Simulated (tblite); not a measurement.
# C2H10OSi4: the cost of one run

Programs: tblite 0.8.0 and PySCF 2.14.0, with density-fitted response routines of our own. Each step states its level of theory. These are calculated values for one molecule in the gas phase, unless marked as measured. Atoms count from 0, in the outputs and in this text.

### Step 1. The molecule as given

17 atoms, charge 0, multiplicity 1; geometry from: force field or distance geometry start.

Bonds of the start (Å): O0–C1 1.20, C1–C2 1.48, C2–Si3 1.84, Si3–Si4 2.26, Si4–Si5 2.22, Si5–Si6 2.25, Si6–Si3 2.24, C1–H7 1.14, C2–H8 1.13, C2–H9 1.09, Si3–H10 1.47, Si4–H11 1.44, Si4–H12 1.48, Si5–H13 1.44, Si5–H14 1.48, Si6–H15 1.48, Si6–H16 1.45.

### Step 2. Relaxing the molecule with GFN2-xTB

Job settings and geometry (Å):

```
{"job": {"kind": "relax", "xc": "GFN2-xTB", "basis": "xTB"}, "charge": 0, "multiplicity": 1}
O     -2.914900    -1.771100    -0.364700
C     -2.327400    -0.965200     0.298800
C     -2.004200     0.349800    -0.296700
Si    -0.321200     0.919300     0.176800
Si     1.287700    -0.010400    -1.107900
Si     2.568700     0.201300     0.693400
Si     0.674300    -0.199500     1.836000
H     -1.994900    -1.177300     1.363500
H     -2.769100     1.117100     0.022200
H     -2.175800     0.251200    -1.370400
H     -0.126700     2.365100     0.314200
H      1.638200     0.759000    -2.275500
H      0.950700    -1.439200    -1.318100
H      3.603500    -0.789200     0.859800
H      2.967000     1.612700     0.862200
H      0.307900    -1.630300     1.798100
H      0.629400     0.418900     3.147700
```

On the command line:

```
OMP_NUM_THREADS=1 python probes_run.py task.json out
```

This one command runs all jobs of the session in turn.

**Question.** How long does this first job take on 1 thread of Arm Neoverse V1, shared host, and how much memory does it need?

About 1.4 s, with a peak of 0.18 GiB.
